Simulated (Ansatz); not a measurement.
# C3H9ClSi: a ladder of functionals and wavefunction methods

The task here is to estimate one member of a computed series from the others.

Program: Ansatz 0.2.0, Gaussian basis. Level of theory: functionals in def2-TZVPP, the program's frozen cores in correlated methods. These are calculated values, not measurements.

Plan: PBE-D4, r2SCAN-D4, PBE0-D4, B3LYP-D4, ωB97X-V, ωB97M-V, B2PLYP; CCSD(T)/def2-TZVPP; MP2/def2-QZVPP; extrapolation to the limit.

## The geometry

The geometry comes from an earlier relaxation with PBE0-D4 in a triple-zeta def2 set; it is a stationary point, not always the lowest conformer.

SMILES `CCC[SiH2]Cl`, 14 atoms, charge 0, spin multiplicity 1.

Atoms are counted from 1 here; the program's logs count them from 0.

Bond lengths: C1–C2 1.519 Å, C1–H6 1.093 Å, C1–H7 1.093 Å, C1–H8 1.094 Å, C2–C3 1.526 Å, C2–H9 1.096 Å, C2–H10 1.095 Å, C3–Si4 1.863 Å, C3–H11 1.098 Å, C3–H12 1.096 Å, Si4–Cl5 2.064 Å, Si4–H13 1.485 Å, Si4–H14 1.484 Å. Angles: C2–C1–H6 111.0°, C2–C1–H7 111.4°, C2–C1–H8 111.1°, H6–C1–H7 107.8°, H6–C1–H8 107.6°, H7–C1–H8 107.8°, C1–C2–C3 112.7°, C1–C2–H9 109.5°, C1–C2–H10 109.6°, C3–C2–H9 109.5°, C3–C2–H10 109.3°, H9–C2–H10 106.0°, C2–C3–Si4 114.6°, C2–C3–H11 110.3°, C2–C3–H12 110.4°, Si4–C3–H11 106.9°, Si4–C3–H12 108.2°, H11–C3–H12 106.0° and more.

Set-up of the first run:

Contents of in.yaml:

```yaml
crystal:
  periodic: [false, false, false]
  atoms:
    - {symbol: C, position_ang: [-1.490237, 1.057623, 0.998634]}
    - {symbol: C, position_ang: [-0.305818, 0.766159, 0.092556]}
    - {symbol: C, position_ang: [0.121865, -0.698511, 0.133618]}
    - {symbol: Si, position_ang: [1.578616, -1.111441, -0.951124]}
    - {symbol: Cl, position_ang: [1.119360, -0.703485, -2.921858]}
    - {symbol: H, position_ang: [-2.358950, 0.458734, 0.711831]}
    - {symbol: H, position_ang: [-1.779839, 2.109985, 0.950765]}
    - {symbol: H, position_ang: [-1.256481, 0.821982, 2.040582]}
    - {symbol: H, position_ang: [0.539276, 1.402073, 0.378776]}
    - {symbol: H, position_ang: [-0.555007, 1.042249, -0.936909]}
    - {symbol: H, position_ang: [0.393874, -0.988100, 1.157633]}
    - {symbol: H, position_ang: [-0.712949, -1.348724, -0.153144]}
    - {symbol: H, position_ang: [2.763383, -0.287193, -0.603154]}
    - {symbol: H, position_ang: [1.930010, -2.550754, -0.869308]}
basis:
  gaussian: {orbitals: def2-TZVPP}
hamiltonian: {xc: pbe, dispersion: d4}
output: {forces: true, orbitals: {seedname: orbitals}}
```

The run is started by

```
ansatz run in.yaml --threads 4 --pin off --events-out ev --progress --plain --max-ram 10444MiB
```

Among the steps run: PBE-D4 (GGA); r2SCAN-D4 (meta-GGA); PBE0-D4 (hybrid); B3LYP-D4 (hybrid); ωB97X-V (range-separated); ωB97M-V (range-separated); B2PLYP (double hybrid); CCSD(T) in def2-TZVPP; MP2 in def2-QZVPP.

One table of the session follows, with a row left open; its other results are not shown here.

```
            method  atomisation energy (eV)
            PBE-D4                   53.948
         r2SCAN-D4                   53.556
           PBE0-D4                   53.584
          B3LYP-D4                   53.377
           ωB97X-V                        ?
           ωB97M-V                   53.618
            B2PLYP                   52.838
     HF/def2-TZVPP                   40.930
    MP2/def2-TZVPP                   52.685
   CCSD/def2-TZVPP                   51.708
CCSD(T)/def2-TZVPP                   52.286
           MP2/CBS                   53.884
       CCSD(T)/CBS                   53.485
```

**Question.** Estimate the row for ωB97X-V.

As computed: atomisation energy (eV): 53.620. In the column «atomisation energy (eV)» it lies between ωB97M-V (53.618) and MP2/CBS (53.884).

To keep in mind: Free atoms (3 C, 1 Si, 1 Cl, 9 H) were run apart at each level; the atomisation energy is their sum less the molecule, without zero-point or spin-orbit terms.
